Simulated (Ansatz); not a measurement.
# Zr2+ (doublet): from Hartree-Fock to the top rungs, def2-SVP

Aim: climb from Hartree-Fock through coupled cluster and multireference methods for Zr2+ (doublet) at one geometry and basis, and see what each rung misses.

Program: Ansatz 0.2.0, Gaussian basis. Level of theory: def2-SVP, core rule «outside noble gas», up to 8 orbitals frozen. These are calculated values, not measurements.

Plan: UHF; CCSD(T) on ROHF; CCSD(T) on UHF; CISD as a restricted active space (open shells left free, so some higher excitations enter); CCSDT(Q) on ROHF; CCSDT(Q) on UHF; CASSCF and MRCISD+Q, 7 electrons in 9 orbitals; CASSCF and NEVPT2, 7 electrons in 9 orbitals.

15 further runs of the same task are left out: 4 that didn't finish, 11 set aside as unsound or not needed. Runs told in other sessions of the task aren't counted.

### 1 What is computed

The geometry is a PBE0/def2-TZVP stationary point (not a proven minimum) of the parent state, kept for this charge and spin. No spin-orbit coupling is included. Elements past krypton take def2 core potentials.

2 atoms, charge 1, spin multiplicity 2.

Atoms are counted from 1 here; the program's logs count them from 0.

Bond lengths: Zr1–Zr2 2.228 Å.

In the tables R marks a restricted open-shell determinant and U an unrestricted one; 'frontier' is the active space of 7 electrons in 9 orbitals; energies count from the table's Hartree-Fock row.

### 2 UHF

File in.yaml:

```yaml
crystal:
  periodic: [false, false, false]
  atoms:
    - {symbol: Zr, position_ang: [0.000000, 0.000000, 0.000000]}
    - {symbol: Zr, position_ang: [0.000000, 0.000000, 2.228000]}
basis:
  gaussian: {orbitals: def2-SVP}
total_charge: 1
magnetization: {spin_polarized: true, initial_magnetization: 1}
hamiltonian: {xc: hf}
output: {orbitals: {seedname: orbitals}}
```

Started as:

```
$ ansatz run in.yaml --threads 1 --pin off --events-out ev --progress --plain --max-ram 2393MiB
```

Log, shortened:

```text
Functional definition: HF
  name "HF"
  cite "Fock, Z. Phys. 61, 126 (1930) doi:10.1007/BF01340294"
  parent pbe
[...]
660 factors; integrals over basis functions are off by at most 9.0e-4 eV
[...]
mean field -2520.90407120 eV, -92.6415158863 hartree, gradient 5.4e-6 eV, S^2 1.247167; 13 other end points of the search recorded, 0 dependent functions left out
reference -2520.90407120 eV, -92.6415158863 hartree; 12, 11 occupied and 50, 51 virtual orbitals, 660 factors
Total energy: -2520.90407120 eV, -92.6415158863 hartree
```

It took 13 s on 1 thread of Intel Xeon Platinum 8259CL at 2.50GHz, shared host.

From the report: ⟨S²⟩ of the determinant 1.247 (pure doublet: 0.75).

### 3 CCSD(T) on ROHF

File in.yaml:

```yaml
crystal:
  periodic: [false, false, false]
  atoms:
    - {symbol: Zr, position_ang: [0.000000, 0.000000, 0.000000]}
    - {symbol: Zr, position_ang: [0.000000, 0.000000, 2.228000]}
basis:
  gaussian: {orbitals: def2-SVP}
total_charge: 1
magnetization: {spin_polarized: false, initial_magnetization: 1}
correlation: {method: ccsd_t, electrons: outside_noble_gas}
output: {forces: true}
```

Same command.

Log, shortened:

```text
Functional definition: HF
  name "HF"
  cite "Fock, Z. Phys. 61, 126 (1930) doi:10.1007/BF01340294"
  parent pbe
[...]
660 factors; integrals over basis functions are off by at most 9.0e-4 eV
[...]
mean field -2520.76383256 eV, -92.6363622116 hartree, gradient 2.8e-6 eV, S^2 0.750000; 30 other end points of the search recorded, 0 dependent functions left out
[...]
determinant -2520.76383256 eV, -92.6363622116 hartree, with singles and doubles -2525.80003284 eV, -92.8214391580 hartree
determinant -2520.25740928 eV, -92.6177514994 hartree, with singles and doubles -2525.07637979 eV, -92.7948453989 hartree
determinant -2519.88094812 eV, -92.6039168067 hartree, with singles and doubles -2525.07397334 eV, -92.7947569637 hartree
determinant -2519.55928255 eV, -92.5920958150 hartree, with singles and doubles -2524.72916278 eV, -92.7820854091 hartree
[...]
determinant -2517.26977460 eV, -92.5079579497 hartree, with singles and doubles -2523.05326695 eV, -92.7204973734 hartree
8 core orbitals not correlated: weight in the atoms' cores, before any rotation towards them, 0.996 or more for the frozen orbitals, at most 0.003 for the correlated occupied ones
reference -2520.76383256 eV, -92.6363622116 hartree; 4, 3 occupied and 50, 51 virtual orbitals, 660 factors
second order -5.61685972 eV of doubles, -0.00378042 eV of singles
cycle   1  -4.99660434 eV  change   -4.3e-2 eV  update   2.3e-2
[...]
cycle   7  -5.01730065 eV  change   -5.0e-9 eV  update   9.5e-9
perturbative correction -0.46277445 eV, -0.0170066475 hartree
[...]
Total energy: -2526.24390767 eV, -92.8377512572 hartree
Atom 0 at     0.000000     0.000000     0.000000 Å, force     0.000000     0.000000    -2.270382 eV/Å
Atom 1 at     0.000000     0.000000     2.228000 Å, force     0.000000    -0.000000     2.270382 eV/Å
Dipole moment:     0.000000     0.000000    -0.000000 e Å
```

Run time: 40 s. Hardware: 1 thread of Intel Xeon Platinum 8259CL at 2.50GHz, shared host; peak memory 0.33 GiB.

From the report: correlation -5.4801 eV; T1 0.054; largest double amplitude 0.07.

### 4 CCSD(T) on UHF

in.yaml, as its differences from that of step 3:

```diff
@@ -8,3 +8,3 @@
 total_charge: 1
-magnetization: {spin_polarized: false, initial_magnetization: 1}
+magnetization: {spin_polarized: true, initial_magnetization: 1}
 correlation: {method: ccsd_t, electrons: outside_noble_gas}
```

Launched as before.

Log, shortened:

```text
Functional definition: HF
  name "HF"
  cite "Fock, Z. Phys. 61, 126 (1930) doi:10.1007/BF01340294"
  parent pbe
[...]
660 factors; integrals over basis functions are off by at most 9.0e-4 eV
[...]
mean field -2520.90407120 eV, -92.6415158863 hartree, gradient 6.4e-6 eV, S^2 1.247167; 49 other end points of the search recorded, 0 dependent functions left out
determinant -2520.90407120 eV, -92.6415158863 hartree, with singles and doubles -2525.82577020 eV, -92.8223849885 hartree
determinant -2520.71843398 eV, -92.6346938445 hartree, with singles and doubles -2524.99850385 eV, -92.7919835110 hartree
determinant -2520.40613777 eV, -92.6232171702 hartree, with singles and doubles -2524.63778170 eV, -92.7787272167 hartree
determinant -2520.32077441 eV, -92.6200801250 hartree, with singles and doubles -2524.09755687 eV, -92.7588743202 hartree
[...]
determinant -2520.83051637 eV, -92.6388127964 hartree, with singles and doubles -2525.82236394 eV, -92.8222598111 hartree
8 core orbitals not correlated: weight in the atoms' cores, before any rotation towards them, 0.996 or more for the frozen orbitals, at most 0.003 for the correlated occupied ones
reference -2520.83051637 eV, -92.6388127964 hartree; 4, 3 occupied and 50, 51 virtual orbitals, 660 factors
second order -5.58132146 eV of doubles, -0.00000000 eV of singles
cycle   1  -4.99184890 eV  change   -1.3e-6 eV  update   5.6e-6
[...]
cycle   7  -4.99184863 eV  change   -8.5e-8 eV  update   6.3e-7
perturbative correction -0.46002463 eV, -0.0169055934 hartree
[...]
Total energy: -2526.28238964 eV, -92.8391654434 hartree
Atom 0 at     0.000000     0.000000     0.000000 Å, force     0.000000     0.000000    -2.282022 eV/Å
Atom 1 at     0.000000     0.000000     2.228000 Å, force     0.000000    -0.000000     2.282022 eV/Å
Dipole moment:     0.000000     0.000000     0.000000 e Å
```

Wall time 92 s (1 thread of Intel Xeon Platinum 8259CL at 2.50GHz, shared host); peak memory 0.28 GiB.

From the report: ⟨S²⟩ of the determinant 0.756 (pure doublet: 0.75); correlation -5.4519 eV; T1 0.051; largest double amplitude 0.07.

### 5 CISD as a restricted active space (open shells left free, so some higher excitations enter)

File in.yaml:

```yaml
crystal:
  periodic: [false, false, false]
  atoms:
    - {symbol: Zr, position_ang: [0.000000, 0.000000, 0.000000]}
    - {symbol: Zr, position_ang: [0.000000, 0.000000, 2.228000]}
basis:
  gaussian: {orbitals: def2-SVP}
total_charge: 1
magnetization: {spin_polarized: false, initial_magnetization: 1}
correlation: {active_space: {ras: {orbitals: [3, 1, 50], electrons: 7, max_holes: 2, max_particles: 2}, fixed_orbitals: true}}
```

Launched as before.

Log, shortened:

```text
Functional definition: HF
  name "HF"
  cite "Fock, Z. Phys. 61, 126 (1930) doi:10.1007/BF01340294"
  parent pbe
[...]
660 factors; integrals over basis functions are off by at most 9.0e-4 eV
[...]
mean field -2520.76383256 eV, -92.6363622116 hartree, gradient 2.8e-6 eV, S^2 0.750000; 16 other end points of the search recorded, 0 dependent functions left out
reference -2520.76383256 eV, -92.6363622116 hartree; 12, 11 occupied and 50, 51 virtual orbitals, 660 factors
state -2525.29899147 eV, -92.8030262275 hartree
Total energy: -2525.29899147 eV, -92.8030262275 hartree
```

Run time: 7.5 s. Hardware: 1 thread of Intel Xeon Platinum 8259CL at 2.50GHz, shared host.

From the report: 7,645 determinants.

### 6 CCSDT(Q) on ROHF

in.yaml, as its differences from that of step 5:

```diff
@@ -9,2 +9,2 @@
 magnetization: {spin_polarized: false, initial_magnetization: 1}
-correlation: {active_space: {ras: {orbitals: [3, 1, 50], electrons: 7, max_holes: 2, max_particles: 2}, fixed_orbitals: true}}
+correlation: {method: ccsdt_q, electrons: outside_noble_gas}
```

Same command.

Log, shortened:

```text
Functional definition: HF
  name "HF"
  cite "Fock, Z. Phys. 61, 126 (1930) doi:10.1007/BF01340294"
  parent pbe
[...]
1112 factors; integrals over basis functions are off by at most 1.7e-7 eV
[...]
mean field -2520.76386606 eV, -92.6363634425 hartree, gradient 2.9e-6 eV, S^2 0.750000; 31 other end points of the search recorded, 0 dependent functions left out
[...]
determinant -2520.76386606 eV, -92.6363634425 hartree, with singles and doubles -2525.80004816 eV, -92.8214397211 hartree
determinant -2520.25743299 eV, -92.6177523704 hartree, with singles and doubles -2525.07639002 eV, -92.7948457749 hartree
determinant -2519.88097270 eV, -92.6039177101 hartree, with singles and doubles -2525.07382243 eV, -92.7947514177 hartree
determinant -2519.55931541 eV, -92.5920970226 hartree, with singles and doubles -2524.72917117 eV, -92.7820857177 hartree
[...]
determinant -2517.78932975 eV, -92.5270512493 hartree, with singles and doubles -2523.53279528 eV, -92.7381197147 hartree
determinant -2517.54355239 eV, -92.5180190982 hartree, with singles and doubles -2522.50237661 eV, -92.7002525268 hartree
determinant -2517.48925885 eV, -92.5160238473 hartree, with singles and doubles -2523.23936728 eV, -92.7273364344 hartree
determinant -2517.26981144 eV, -92.5079593036 hartree, with singles and doubles -2523.05336995 eV, -92.7205011587 hartree
8 core orbitals not correlated: weight in the atoms' cores, before any rotation towards them, 0.996 or more for the frozen orbitals, at most 0.003 for the correlated occupied ones
reference -2520.76386606 eV, -92.6363634425 hartree; 4, 3 occupied and 50, 51 virtual orbitals, 1112 factors
second order -5.61686139 eV of doubles, -0.00378060 eV of singles
cycle   1  -4.45434426 eV  change     1.2e0 eV  update   2.1e-1
[...]
cycle  24  -5.48586917 eV  change   -1.4e-7 eV  update   4.6e-7
perturbative correction -0.09606183 eV, -0.0035302071 hartree
Total energy: -2526.34579705 eV, -92.8414956230 hartree
```

Wall time 91 s (1 thread of Intel Xeon Platinum 8259CL at 2.50GHz, shared host); peak memory 0.57 GiB.

From the report: correlation -5.5819 eV; T1 0.051; largest double amplitude 0.10.

### 7 CCSDT(Q) on UHF

in.yaml, as its differences from that of step 6:

```diff
@@ -8,3 +8,3 @@
 total_charge: 1
-magnetization: {spin_polarized: false, initial_magnetization: 1}
+magnetization: {spin_polarized: true, initial_magnetization: 1}
 correlation: {method: ccsdt_q, electrons: outside_noble_gas}
```

The command is unchanged.

Log, shortened:

```text
Functional definition: HF
  name "HF"
  cite "Fock, Z. Phys. 61, 126 (1930) doi:10.1007/BF01340294"
  parent pbe
[...]
1112 factors; integrals over basis functions are off by at most 1.7e-7 eV
[...]
mean field -2520.90410298 eV, -92.6415170542 hartree, gradient 6.7e-6 eV, S^2 1.247162; 52 other end points of the search recorded, 0 dependent functions left out
determinant -2520.90410298 eV, -92.6415170542 hartree, with singles and doubles -2525.82578184 eV, -92.8223854163 hartree
determinant -2520.71845943 eV, -92.6346947796 hartree, with singles and doubles -2524.99846321 eV, -92.7919820177 hartree
determinant -2520.40616931 eV, -92.6232183296 hartree, with singles and doubles -2524.63308737 eV, -92.7785547031 hartree
determinant -2520.32079893 eV, -92.6200810258 hartree, with singles and doubles -2524.09832503 eV, -92.7589025497 hartree
[...]
determinant -2518.70054503 eV, -92.5605377934 hartree, with singles and doubles -2523.71628726 eV, -92.7448629206 hartree
determinant -2520.83055036 eV, -92.6388140453 hartree, with singles and doubles -2525.84073109 eV, -92.8229347912 hartree
determinant -2520.90410298 eV, -92.6415170542 hartree, with singles and doubles -2525.82491926 eV, -92.8223537172 hartree
determinant -2520.83055036 eV, -92.6388140453 hartree, with singles and doubles -2525.82239461 eV, -92.8222609378 hartree
8 core orbitals not correlated: weight in the atoms' cores, before any rotation towards them, 0.996 or more for the frozen orbitals, at most 0.003 for the correlated occupied ones
reference -2520.83055036 eV, -92.6388140453 hartree; 4, 3 occupied and 50, 51 virtual orbitals, 1112 factors
second order -5.58132281 eV of doubles, -0.00000000 eV of singles
cycle   1  -4.44214824 eV  change     1.1e0 eV  update   2.1e-1
[...]
cycle  24  -5.45751834 eV  change   -1.2e-7 eV  update   3.5e-7
perturbative correction -0.09882578 eV, -0.0036317805 hartree
Total energy: -2526.38689447 eV, -92.8430059254 hartree
```

It took 3.1 min on 1 thread of Intel Xeon Platinum 8259CL at 2.50GHz, shared host; peak memory 0.5 GiB.

From the report: ⟨S²⟩ of the determinant 0.756 (pure doublet: 0.75); correlation -5.5563 eV; T1 0.047; largest double amplitude 0.10.

### 8 CASSCF and MRCISD+Q, 7 electrons in 9 orbitals

File in.yaml:

```yaml
crystal:
  periodic: [false, false, false]
  atoms:
    - {symbol: Zr, position_ang: [0.000000, 0.000000, 0.000000]}
    - {symbol: Zr, position_ang: [0.000000, 0.000000, 2.228000]}
basis:
  gaussian: {orbitals: def2-SVP}
total_charge: 1
magnetization: {spin_polarized: false, initial_magnetization: 1}
correlation: {method: fic_mrcisd_q, electrons: outside_noble_gas, active_space: {window: {electrons: 7, orbitals: 9}}}
```

Same command.

Log, shortened:

```text
Functional definition: HF
  name "HF"
  cite "Fock, Z. Phys. 61, 126 (1930) doi:10.1007/BF01340294"
  parent pbe
[...]
660 factors; integrals over basis functions are off by at most 9.0e-4 eV
[...]
mean field -2520.76383256 eV, -92.6363622116 hartree, gradient 2.8e-6 eV, S^2 0.750000; 16 other end points of the search recorded, 0 dependent functions left out
reference -2520.76383256 eV, -92.6363622116 hartree; 12, 11 occupied and 50, 51 virtual orbitals, 660 factors
state -2524.11528396 eV, -92.7595257788 hartree
contracted CI cycle   1: correlation 0.00000000 eV, 0.0000000000 hartree, residual 9.08e0 eV
contracted CI cycle   2: correlation -1.87867332 eV, -0.0690399712 hartree, residual 1.96e0 eV
contracted CI cycle   3: correlation -2.00198008 eV, -0.0735714110 hartree, residual 8.88e-1 eV
contracted CI cycle   4: correlation -2.03159479 eV, -0.0746597315 hartree, residual 5.11e-1 eV
[...]
contracted CI cycle   6: correlation -2.04270154 eV, -0.0750678970 hartree, residual 1.40e-1 eV
contracted CI cycle   7: correlation -2.04331257 eV, -0.0750903520 hartree, residual 6.36e-2 eV
contracted CI cycle   8: correlation -2.04344728 eV, -0.0750953023 hartree, residual 3.28e-2 eV
contracted CI cycle   9: correlation -2.04348692 eV, -0.0750967591 hartree, residual 1.85e-2 eV
contracted CI cycle  10: correlation -2.04349979 eV, -0.0750972321 hartree, residual 1.11e-2 eV
contracted CI cycle  11: correlation -2.04350440 eV, -0.0750974016 hartree, residual 6.83e-3 eV
contracted CI cycle  12: correlation -2.04350603 eV, -0.0750974615 hartree, residual 3.97e-3 eV
contracted CI cycle  13: correlation -2.04350655 eV, -0.0750974805 hartree, residual 2.01e-3 eV
contracted CI cycle  14: correlation -2.04350668 eV, -0.0750974852 hartree, residual 9.46e-4 eV
state -2524.11528396 eV, -92.7595257788 hartree; corrected -2526.33333558 eV, -92.8410376722 hartree
Total energy: -2526.33333558 eV, -92.8410376722 hartree
```

Run time: 55 s. Hardware: 1 thread of Intel Xeon Platinum 8259CL at 2.50GHz, shared host; peak memory 0.4 GiB.

From the report: 5,280 determinants; active occupations 1.94, 1.92, 1.91, 0.96, 0.08, 0.08, 0.06, 0.04, 0.02.

### 9 CASSCF and NEVPT2, 7 electrons in 9 orbitals

in.yaml, as its differences from that of step 8:

```diff
@@ -9,2 +9,2 @@
 magnetization: {spin_polarized: false, initial_magnetization: 1}
-correlation: {method: fic_mrcisd_q, electrons: outside_noble_gas, active_space: {window: {electrons: 7, orbitals: 9}}}
+correlation: {method: sc_nevpt2, electrons: outside_noble_gas, active_space: {window: {electrons: 7, orbitals: 9}}}
```

Same command.

Log, shortened:

```text
Functional definition: HF
  name "HF"
  cite "Fock, Z. Phys. 61, 126 (1930) doi:10.1007/BF01340294"
  parent pbe
[...]
660 factors; integrals over basis functions are off by at most 9.0e-4 eV
[...]
mean field -2520.76383256 eV, -92.6363622116 hartree, gradient 2.8e-6 eV, S^2 0.750000; 16 other end points of the search recorded, 0 dependent functions left out
reference -2520.76383256 eV, -92.6363622116 hartree; 12, 11 occupied and 50, 51 virtual orbitals, 660 factors
state -2524.11528396 eV, -92.7595257788 hartree
state -2524.11528396 eV, -92.7595257788 hartree; corrected -2525.60240687 eV, -92.8141765377 hartree
Total energy: -2525.60240687 eV, -92.8141765377 hartree
```

It took 49 s on 1 thread of Intel Xeon Platinum 8259CL at 2.50GHz, shared host.

From the report: 5,280 determinants; active occupations 1.94, 1.92, 1.91, 0.96, 0.08, 0.08, 0.06, 0.04, 0.02.

### 10 All levels against the top one

No level here is safe as a reference; RCCSDT(Q) serves as a yardstick only. Rows without a time are mean-field rows or come out of runs for another level: lower rungs of the coupled-cluster runs, CASSCF and MRCISD of the multireference runs, or the Hartree-Fock search. The times of RCCSD(T), UCCSD(T) include forces.

Differences are taken before rounding.

```csv
method,energy from the lowest ROHF (kcal/mol),from RCCSDT(Q) (kcal/mol),time
ROHF,0.00,+128.72,
UHF,-3.23,+125.49,13 s
RMP2,-129.62,-0.89,
UMP2,-130.25,-1.52,
RCCSD,-115.70,+13.02,
UCCSD,-116.65,+12.07,
RCCSD(T),-126.37,+2.35,40 s
UCCSD(T),-127.26,+1.46,92 s
RCCSDT,-126.51,+2.22,
UCCSDT,-127.39,+1.33,
RCCSDT(Q),-128.72,0,91 s
UCCSDT(Q),-129.67,-0.95,3.1 min
CASSCF frontier,-77.29,+51.44,
NEVPT2 frontier,-111.58,+17.14,49 s
MRCISD frontier,-124.41,+4.31,
MRCISD+Q frontier,-128.44,+0.29,55 s
```

Among the levels timed on like hardware and quicker than the yardstick, those that no quicker one beats, quickest first: UHF (13 s, +125.49 kcal/mol); RCCSD(T) (40 s, +2.35 kcal/mol); MRCISD+Q frontier (55 s, +0.29 kcal/mol).

Not comparable, so not listed: CISD as a restricted active space (open shells left free, so some higher excitations enter) (they don't share determinant, frozen orbitals or solution with the rows shown, or repeat one).

### 11 What came out

| quantity | value |
| --- | --- |
| RCCSDT(Q) from the ROHF energy | -5.5820 eV |
| RMP2 from RCCSDT(Q) | -0.89 kcal/mol |
| UMP2 from RCCSDT(Q) | -1.52 kcal/mol |
| RCCSD from RCCSDT(Q) | +13.02 kcal/mol |
| RCCSD(T) from RCCSDT(Q) | +2.35 kcal/mol |
| UCCSD(T) from RCCSDT(Q) | +1.46 kcal/mol |
| UCCSDT(Q) from RCCSDT(Q) | -0.95 kcal/mol |
| NEVPT2 frontier from RCCSDT(Q) | +17.14 kcal/mol |
| MRCISD+Q frontier from RCCSDT(Q) | +0.29 kcal/mol |
| T1 diagnostic | 0.054 |

**Reading.** RCCSD(T) lands +2.35 kcal/mol from the yardstick (1.8 % of the correlation energy). CCSD(T) misses by +2.35 kcal/mol on the restricted determinant and by +1.46 kcal/mol on the unrestricted one; the two need not hold the same state or core. Coupled cluster took another determinant than the lowest Hartree-Fock one. Warnings: spin contamination; coupled cluster took another determinant than the lowest; large T1 diagnostic.
